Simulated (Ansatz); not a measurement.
# Si2H4S + HF: a complex and its separated parts

Aim: how far the complex at one end of a reaction step lies below its separated, relaxed parts, level by level.

Computed with Ansatz 0.2.0, Gaussian basis. Level: PBE0-D4/def2-TZVP structures, single points in def2-TZVPP, no counterpoise correction.

Levels: SPW92, PBE-D4, BLYP-D4, r2SCAN-D4, B97M-V, PBE0-D4, B3LYP-D4, r2SCAN0-D4, BHLYP-D4, CAM-B3LYP-D4, wB97X-V, wB97M-V, B2PLYP, PBE-QIDH, RPA on PBE, Hartree-Fock, MP2, CCSD, CCSD(T).

Cores are frozen in the correlated methods. B3LYP uses VWN-RPA correlation. B2PLYP carries no dispersion term here.

56 further runs of the same task are left out: 56 set aside as unsound or not needed.

### Step 1. Starting geometry

The complex: 9 atoms, charge 0, spin multiplicity 1.

Atoms are counted from 1 here; the program's logs count them from 0.

Bond lengths: Si1–S3 1.964 Å, Si1–H5 1.491 Å, Si1–Si6 2.352 Å, F2–H4 0.947 Å, Si6–H7 1.489 Å, Si6–H8 1.480 Å, Si6–H9 1.480 Å. Angles: S3–Si1–H5 119.3°, S3–Si1–Si6 125.8°, H5–Si1–Si6 114.9°, Si1–Si6–H7 105.7°, Si1–Si6–H8 109.0°, Si1–Si6–H9 109.0°, H7–Si6–H8 109.9°, H7–Si6–H9 109.9°, H8–Si6–H9 112.9°.

As a file:

| atom | x (Å) | y (Å) | z (Å) |
| --- | --- | --- | --- |
| Si1 | -0.98083 | 0.99771 | 0.11664 |
| F2 | 0.52396 | -1.14124 | -1.93616 |
| S3 | -1.61299 | 1.01634 | -1.74266 |
| H4 | -0.16558 | -0.50627 | -2.07029 |
| H5 | -1.60134 | 1.92246 | 1.10765 |
| Si6 | 0.71592 | -0.38303 | 0.98004 |
| H7 | 0.83060 | -0.02765 | 2.42138 |
| H8 | 1.98593 | -0.08051 | 0.28300 |
| H9 | 0.30432 | -1.79781 | 0.84052 |

Its parts: Si2H4S holds atoms 1, 3, 5, 6, 7, 8, 9; HF holds atoms 2, 4. Each part counts its atoms afresh in its own runs.

### Step 2. Relaxing Si2H4S alone

relax-a/in.yaml reads:

```yaml
crystal:
  periodic: [false, false, false]
  atoms:
    - {symbol: Si, position_ang: [-0.980830, 0.997712, 0.116636]}
    - {symbol: S, position_ang: [-1.612986, 1.016344, -1.742664]}
    - {symbol: H, position_ang: [-1.601338, 1.922461, 1.107649]}
    - {symbol: Si, position_ang: [0.715924, -0.383025, 0.980037]}
    - {symbol: H, position_ang: [0.830603, -0.027653, 2.421381]}
    - {symbol: H, position_ang: [1.985929, -0.080513, 0.282998]}
    - {symbol: H, position_ang: [0.304321, -1.797809, 0.840517]}
basis:
  gaussian: {orbitals: def2-TZVP}
hamiltonian: {xc: pbe0, dispersion: d4}
relax: {f_tol: 0.005, max_steps: 200}
```

Command:

```console
$ ansatz run in.yaml --threads 4 --pin off --events-out ev --progress --plain --max-ram 9574MiB
```

Further steps of the session: Relaxing HF alone; SPW92/def2-TZVPP; PBE-D4/def2-TZVPP; BLYP-D4/def2-TZVPP; r2SCAN-D4/def2-TZVPP; B97M-V/def2-TZVPP; PBE0-D4/def2-TZVPP; B3LYP-D4/def2-TZVPP; r2SCAN0-D4/def2-TZVPP; BHLYP-D4/def2-TZVPP; CAM-B3LYP-D4/def2-TZVPP; wB97X-V/def2-TZVPP; wB97M-V/def2-TZVPP; B2PLYP/def2-TZVPP; PBE-QIDH/def2-TZVPP; RPA on PBE/def2-TZVPP; CCSD(T)/def2-TZVPP; Vibrations of Si2H4S; Vibrations of HF.

What does the calculation give? Wanted: complex less parts, CCSD(T)/def2-TZVPP; with zero-point energy; largest T1 diagnostic.

The runs gave:

| quantity | value |
| --- | --- |
| complex less parts, CCSD(T)/def2-TZVPP | -32.1 kJ/mol |
| with zero-point energy | -24.3 kJ/mol |
| largest T1 diagnostic | 0.018 |

What this shows: At CCSD(T) the complex lies 32.1 kJ/mol below its parts. Among the functionals B2PLYP lands nearest to CCSD(T) (-1.0 kJ/mol) and SPW92 farthest (-30.9 kJ/mol). By rung, the mean size of the error is: LDA 30.9, GGA 11.2, meta-GGA 7.3, hybrid 7.6, range-separated hybrid 8.9, double hybrid 2.0 kJ/mol. PBE-D4 gives a relative energy 13.0 kJ/mol too low, outside chemical accuracy (1 kcal/mol, 4.2 kJ/mol). No counterpoise was applied, and triple zeta lacks some correlation, so the CCSD(T) reference has a basis error of its own, and close matches with it are partly luck.
